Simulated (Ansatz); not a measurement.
Working through a band structure of Cs₂TlSiH₆, space group Fm-3m

Computed with the Ansatz DFT code, driven from Python.

The cells in order, each with its output:

**Cell 1**
```python
from pathlib import Path
import warnings

import ansatz as az
import numpy as np
from pymatgen.core import Lattice, Structure
from pymatgen.core import Structure
from pymatgen.io.ase import AseAtomsAdaptor

XC = "pbesol"
WIDTH_EV = 0.1
N_EMPTY = 10
```

**Cell 2**
```python
warnings.simplefilter("ignore", az.DeckWarning)

pmg_structure = Structure(
    Lattice([(0.0, 4.489427, 4.489427), (4.489427, 0.0, 4.489427), (4.489427, 4.489427, 0.0)]),
    ["Cs", "Cs", "Tl", "Si", "H", "H", "H", "H", "H", "H"],
    [
        (0.25, 0.25, 0.25),
        (0.75, 0.75, 0.75),
        (0.0, 0.0, 0.0),
        (0.5, 0.5, 0.5),
        (0.315191, 0.684809, 0.684809),
        (0.315191, 0.684809, 0.315191),
        (0.684809, 0.315191, 0.684809),
        (0.684809, 0.684809, 0.315191),
        (0.315191, 0.315191, 0.684809),
        (0.684809, 0.315191, 0.315191),
    ],
)
crystal = az.Crystal.from_ase(AseAtomsAdaptor.get_atoms(pmg_structure))

[site.symbol for site in crystal.resolved().sites]
```
Output:
```text
['Cs', 'Cs', 'Tl', 'Si', 'H', 'H', 'H', 'H', 'H', 'H']
```

**Cell 3**
```python
# high-symmetry points in fractions of the reciprocal vectors
path = [
    ("K", (0.375, 0.375, 0.75)),
    ("G", (0.0, 0.0, 0.0)),
    ("L", (0.5, 0.5, 0.5)),
    ("W", (0.5, 0.25, 0.75)),
    ("X", (0.5, 0.0, 0.5)),
]
base = (
    crystal.calculation()
    .functional(XC)
    .kpoints(5)  # sampling of the Brillouin zone
    .occupations(az.OccupationsMethod.FERMI_DIRAC, width=WIDTH_EV)  # the run then minimises F = E - TS
    .band_structure([point for _, point in path], intervals=6)  # levels along the path at the converged density
    .scf(extra_bands=N_EMPTY)
    .populations()
)
outcome = base.run(threads=1, backend="cpu")
summary = outcome.report
```

**Cell 4**
```python
outcome.unlabelled_reasons
```
Output:
```text
['no_forces']
```

**Cell 5**
```python
for key in ("converged", "n_iterations", "n_electrons", "n_kpoints", "n_pw", "n_symmetry_ops", "free_energy_ev", "fermi_energy_ev"):
    print(f"{key:18s} {summary[key]}")
```
Output:
```text
converged          True
n_iterations       7
n_electrons        41.0
n_kpoints          10
n_pw               3527
n_symmetry_ops     48
free_energy_ev     -23183.42663897454
fermi_energy_ev    6.280827116137209
```

**Cell 6**
```python
final = Structure(outcome.lattice.cell_ang, [s.symbol for s in outcome.lattice.sites], [s.position_frac for s in outcome.lattice.sites])
# count neighbours out to a fixed multiple of the shortest distance
for index, (site, neighbours) in enumerate(zip(final, final.get_all_neighbors(5.5))):
    first = min(n.nn_distance for n in neighbours)
    shell = [n for n in neighbours if n.nn_distance < 1.15 * first]
    mean = sum(n.nn_distance for n in shell) / len(shell)
    print(f"atom {index} {site.specie.symbol}: {len(shell)} neighbours within 1.15 of the shortest distance, mean {mean:.3f} A")
```
Output:
```text
atom 0 Cs: 12 neighbours within 1.15 of the shortest distance, mean 3.228 A
atom 1 Cs: 12 neighbours within 1.15 of the shortest distance, mean 3.228 A
atom 2 Tl: 6 neighbours within 1.15 of the shortest distance, mean 2.830 A
atom 3 Si: 6 neighbours within 1.15 of the shortest distance, mean 1.659 A
atom 4 H: 1 neighbours within 1.15 of the shortest distance, mean 1.659 A
atom 5 H: 1 neighbours within 1.15 of the shortest distance, mean 1.659 A
atom 6 H: 1 neighbours within 1.15 of the shortest distance, mean 1.659 A
atom 7 H: 1 neighbours within 1.15 of the shortest distance, mean 1.659 A
atom 8 H: 1 neighbours within 1.15 of the shortest distance, mean 1.659 A
atom 9 H: 1 neighbours within 1.15 of the shortest distance, mean 1.659 A
```

**Cell 7**
```python
files = Path(outcome.write_results("tables"))
print((files / "populations.tsv").read_text())
```
Output:
```text
# site	symbol	l	j	q
# orbitals = lowdin
# n_electrons = 41.000000
# spilling = 0.005083
0	Cs	0_5S	-	1.926705
0	Cs	0_6S	-	0.282844
0	Cs	1_5P	-	5.930459
1	Cs	0_5S	-	1.926705
1	Cs	0_6S	-	0.282844
1	Cs	1_5P	-	5.930459
2	Tl	0_6S	-	1.806109
2	Tl	1_6P	-	1.583775
2	Tl	2_5D	-	9.993045
3	Si	0_3S	-	1.118475
3	Si	1_3P	-	2.755042
4	H	0_1S	-	1.209189
5	H	0_1S	-	1.209189
6	H	0_1S	-	1.209189
7	H	0_1S	-	1.209189
8	H	0_1S	-	1.209189
9	H	0_1S	-	1.209189
```

**Cell 8**
```python
bands = outcome.band_structure()
fermi = bands.fermi_energy_ev
print(f"zero of the bands: {fermi:.3f} eV, the Fermi level found on the SCF mesh")
for spin, channel in enumerate(bands.channels):
    levels = channel.eigenvalues_ev - fermi
    crossing = [b for b in range(levels.shape[1]) if levels[:, b].min() < 0 < levels[:, b].max()]
    print(f"channel {spin}: bands that cross the Fermi level on this path:", [b + 1 for b in crossing] or "none")
    shown = crossing or sorted(np.argsort(np.abs(levels).min(axis=0))[:2])
    for k, row in zip(bands.kpoints_frac, levels[:, shown]):
        print(f"{k[0]:7.3f} {k[1]:7.3f} {k[2]:7.3f}  ", " ".join(f"{e:8.3f}" for e in row))
```
Output:
```text
zero of the bands: 6.281 eV, the Fermi level found on the SCF mesh
channel 0: bands that cross the Fermi level on this path: [21]
  0.375   0.375   0.750      0.332
  0.313   0.313   0.625      0.353
  0.250   0.250   0.500      0.158
  0.188   0.188   0.375     -0.036
  0.125   0.125   0.250     -0.022
  0.062   0.062   0.125      0.251
  0.000   0.000   0.000      0.474
  0.083   0.083   0.083      0.277
  0.167   0.167   0.167     -0.075
  0.250   0.250   0.250     -0.345
  0.333   0.333   0.333     -0.482
  0.417   0.417   0.417     -0.530
  0.500   0.500   0.500     -0.542
  0.500   0.458   0.542     -0.493
  0.500   0.417   0.583     -0.355
  0.500   0.375   0.625     -0.159
  0.500   0.333   0.667      0.048
  0.500   0.292   0.708      0.205
  0.500   0.250   0.750      0.264
  0.500   0.208   0.708      0.266
  0.500   0.167   0.667      0.288
  0.500   0.125   0.625      0.330
  0.500   0.083   0.583      0.367
  0.500   0.042   0.542      0.389
  0.500   0.000   0.500      0.396
```

Notes:
- Absolute energies stand on the zero of these potentials, so only differences at equal settings mean something. A total without «per atom» is that of the cell as typed.
- The computed bands are complete only to about 4.6 eV above the Fermi level.
- For a metal this k-point mesh is coarse: on a finer one energies can move by several to tens of meV an atom and pressures by half a GPa or more, differences at one mesh by less.
- Only differences from the Fermi energy are physical; the zero of the scale is a convention.
- Spin-orbit coupling, which matters for elements this heavy, is left out.
- This cell is a computed structure, which may not be the phase found in nature.
- Gaps and levels are Kohn-Sham values on a finite set of k-points, without spin-orbit coupling.
- Timing: 7.4 s on 1 thread of Arm Neoverse V2, with other jobs on the host, peak memory 0.54 GiB.
